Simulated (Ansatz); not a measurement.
**Si5GeH12: taking an electron away**

How much energy removes an electron from Si5GeH12 at fixed geometry? The cation is run at each level and the neutral's energy taken from earlier runs.

The runs use Ansatz 0.2.0, Gaussian basis; unrestricted cation, the program's frozen cores in correlated methods.

Levels to be run: UKS PBE-D4/def2-TZVPP; UKS r2SCAN-D4/def2-TZVPP; UKS PBE0-D4/def2-TZVPP; UKS B3LYP-D4/def2-TZVPP; UKS wB97X-V/def2-TZVPP; UKS wB97M-V/def2-TZVPP; UKS B2PLYP/def2-TZVPP; UHF-CCSD(T)/def2-TZVPP; UHF-MP2/def2-QZVPP; extrapolation to the limit; then −ε(HOMO) from the neutral's earlier runs with LDA (SPW92), PBE-D4, revPBE-D4, BLYP-D4, r2SCAN-D4, B97M-V, PBE0-D4, B3LYP-D4, r2SCANh-D4, r2SCAN0-D4, HSE06-D4, BHLYP-D4, CAM-B3LYP-D4, LC-ωPBE, ωB97X-V, ωB97M-V.

### 1 Structure used throughout

An earlier PBE0-D4/def2-TZVP relaxation fixed the geometry.

SMILES `[SiH2]1[SiH2][SiH2][GeH2][SiH2][SiH2]1`, 18 atoms, charge 0, spin multiplicity 1.

Atoms are counted from 1 here; the program's logs count them from 0.

Bond lengths: Si1–Si2 2.346 Å, Si1–Si6 2.339 Å, Si1–H7 1.490 Å, Si1–H8 1.491 Å, Si2–Si3 2.343 Å, Si2–H9 1.490 Å, Si2–H10 1.490 Å, Si3–Ge4 2.381 Å, Si3–H11 1.489 Å, Si3–H12 1.490 Å, Ge4–Si5 2.389 Å, Ge4–H13 1.541 Å, Ge4–H14 1.540 Å, Si5–Si6 2.343 Å, Si5–H15 1.489 Å, Si5–H16 1.489 Å, Si6–H17 1.491 Å, Si6–H18 1.490 Å. Angles: Si2–Si1–Si6 108.4°, Si2–Si1–H7 110.7°, Si2–Si1–H8 108.8°, Si6–Si1–H7 112.4°, Si6–Si1–H8 108.2°, H7–Si1–H8 108.2°, Si1–Si2–Si3 110.0°, Si1–Si2–H9 109.4°, Si1–Si2–H10 109.8°, Si3–Si2–H9 109.9°, Si3–Si2–H10 109.5°, H9–Si2–H10 108.3°, Si2–Si3–Ge4 108.4°, Si2–Si3–H11 111.1°, Si2–Si3–H12 108.9°, Ge4–Si3–H11 112.1°, Ge4–Si3–H12 108.1°, H11–Si3–H12 108.2° and more.

Coordinates:

```mol
GeH12Si5
  3D, bonds by distance, orders not assigned

 18 18  0  0  0  0  0  0  0  0999 V2000
    0.1439    2.1332   -0.1609 Si  0  0
    2.1168    0.9244    0.2239 Si  0  0
    1.6360   -1.3630    0.3878 Si  0  0
   -0.1443   -1.8652   -1.1110 Ge  0  0
   -2.1439   -0.8720   -0.2602 Si  0  0
   -1.6103    1.0600    0.9524 Si  0  0
    0.3039    3.5513    0.2663 H   0  0
   -0.1520    2.1182   -1.6222 H   0  0
    2.7502    1.4007    1.4859 H   0  0
    3.0747    1.1525   -0.8945 H   0  0
    2.8467   -2.1858    0.1141 H   0  0
    1.1724   -1.6612    1.7723 H   0  0
    0.1762   -1.2495   -2.4873 H   0  0
   -0.3277   -3.3819   -1.3043 H   0  0
   -2.8504   -1.8527    0.6102 H   0  0
   -3.0453   -0.5136   -1.3905 H   0  0
   -1.1428    0.6668    2.3123 H   0  0
   -2.8040    1.9379    1.1058 H   0  0
  1  2  8  0
  2  3  8  0
  3  4  8  0
  4  5  8  0
  5  6  8  0
  1  7  8  0
  1  8  8  0
  2  9  8  0
  2 10  8  0
  3 11  8  0
  3 12  8  0
  4 13  8  0
  4 14  8  0
  5 15  8  0
  5 16  8  0
  6 17  8  0
  6 18  8  0
  1  6  8  0
M  END
```

### 2 Cation, UKS PBE-D4/def2-TZVPP

File in.yaml:

```yaml
crystal:
  periodic: [false, false, false]
  atoms:
    - {symbol: Si, position_ang: [0.143941, 2.133231, -0.160946]}
    - {symbol: Si, position_ang: [2.116806, 0.924435, 0.223855]}
    - {symbol: Si, position_ang: [1.636011, -1.362982, 0.387796]}
    - {symbol: Ge, position_ang: [-0.144311, -1.865181, -1.110952]}
    - {symbol: Si, position_ang: [-2.143894, -0.872017, -0.260186]}
    - {symbol: Si, position_ang: [-1.610282, 1.059951, 0.952426]}
    - {symbol: H, position_ang: [0.303859, 3.551283, 0.266310]}
    - {symbol: H, position_ang: [-0.151958, 2.118200, -1.622207]}
    - {symbol: H, position_ang: [2.750216, 1.400739, 1.485851]}
    - {symbol: H, position_ang: [3.074688, 1.152545, -0.894513]}
    - {symbol: H, position_ang: [2.846654, -2.185767, 0.114066]}
    - {symbol: H, position_ang: [1.172354, -1.661245, 1.772336]}
    - {symbol: H, position_ang: [0.176170, -1.249540, -2.487342]}
    - {symbol: H, position_ang: [-0.327689, -3.381910, -1.304335]}
    - {symbol: H, position_ang: [-2.850355, -1.852749, 0.610242]}
    - {symbol: H, position_ang: [-3.045322, -0.513633, -1.390456]}
    - {symbol: H, position_ang: [-1.142841, 0.666761, 2.312304]}
    - {symbol: H, position_ang: [-2.804037, 1.937868, 1.105770]}
basis:
  gaussian: {orbitals: def2-TZVPP}
total_charge: 1
magnetization: {spin_polarized: true, initial_magnetization: 1}
hamiltonian: {xc: pbe, dispersion: d4}
```

Further steps of the session: Cation, UKS r2SCAN-D4/def2-TZVPP; Cation, UKS PBE0-D4/def2-TZVPP; Cation, UKS B3LYP-D4/def2-TZVPP; Cation, UKS wB97X-V/def2-TZVPP; Cation, UKS wB97M-V/def2-TZVPP; Cation, UKS B2PLYP (frozen core)/def2-TZVPP; Cation, UHF-CCSD(T)/def2-TZVPP; Cation, UHF-MP2/def2-QZVPP.

**Question.** What will the summary of the whole plan be? Wanted: ionisation energy, CCSD(T)/CBS; nearest functional by difference; nearest −ε(HOMO); −ε(HOMO) of PBE; T1 of the cation.

The runs gave:

| quantity | value |
| --- | --- |
| ionisation energy, CCSD(T)/CBS | 9.50 eV |
| nearest functional by difference | ωB97X-V (-0.04 eV) |
| nearest −ε(HOMO) | ωB97M-V (+0.07 eV) |
| −ε(HOMO) of PBE | 6.62 eV |
| T1 of the cation | 0.025 |

What this shows: By cation minus neutral, the functionals miss by 0.71 eV at most. −ε(HOMO) of PBE misses by 2.9 eV, since self-interaction lifts the level. Among orbital estimates ωB97M-V comes nearest. Hartree-Fock falls 0.75 eV short, as the neutral has more correlation energy than the cation. Correlated methods include outer-core shells of Ge, which these sets cover unevenly. With outer-core shells in play the last digit of the reference is unsure.
